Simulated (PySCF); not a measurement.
# H3O3Tl (Tl(OH)3): the cost of one run

The runs use PySCF 2.14.0; r2SCAN, Tl def2-SVP with ECP60, O def2-SVP, H def2-SVP; scalar-relativistic core potentials, no spin–orbit coupling.

4 further runs of the same task are left out: 1 for a known fault of the program, 2 that didn't finish, 1 set aside as unsound or not needed.

### 1 Starting geometry

7 atoms, charge 0, spin multiplicity 1.

Bond lengths: Tl1–O2 2.084 Å, Tl1–O4 2.113 Å, Tl1–O6 2.077 Å, O2–H3 0.971 Å, O4–H5 0.970 Å, O6–H7 0.971 Å. Angles: O2–Tl1–O4 125.6°, O2–Tl1–O6 123.8°, O4–Tl1–O6 110.6°, Tl1–O2–H3 106.0°, Tl1–O4–H5 107.9°, Tl1–O6–H7 104.6°.

Coordinates:

```
Tl    0.65625   -0.02054    0.18566
O    -0.43232   -0.00528    1.96291
H    -1.36627    0.05193    1.70362
O    -0.16599    0.01200   -1.76093
H    -1.13252   -0.01159   -1.67706
O     2.73181   -0.05252    0.10301
H     2.93904   -0.06211   -0.84600
```

Formal oxidation states: Tl +3. An earlier session relaxed this geometry at r2SCAN, Tl def2-SVP with ECP60, O def2-SVP, H def2-SVP (singlet, point group C1).

Its energy there is -399.727837 Eh.

### 2 Atoms moved at random, σ = 0.1 Å

Contents of run.py (the lines that set the calculation):

```python
mol = gto.M(atom='''
Tl     0.69333    -0.00807     0.18413
O     -0.52582    -0.00745     1.91091
H     -1.28397     0.09528     1.77317
O     -0.14414    -0.16017    -1.74594
H     -1.11976     0.03584    -1.76931
O      2.68791    -0.08754     0.04093
H      2.92245     0.04400    -0.72266''',
    basis={'Tl': 'def2-SVP', 'O': 'def2-SVP', 'H': 'def2-SVP'},
    ecp={'Tl': 'def2-SVP'},
    charge=0, spin=0)
mf = dft.RKS(mol, xc='R2SCAN')
mf.grids.atom_grid = (50, 194)
mf = mf.density_fit()  # fitting sets: Tl def2-universal-JKFIT, O def2-universal-JKFIT, H def2-universal-JKFIT
mf.conv_tol = 1e-08; mf.max_cycle = 55
mf.kernel(dm0)  # dm0: the density of the relaxed state
```

Launch:

```
> OMP_NUM_THREADS=2 python run.py
```

**Question.** How long does this run take on 2 threads of AMD EPYC 7R43 (Zen 3), shared host?

About 5.9 s.
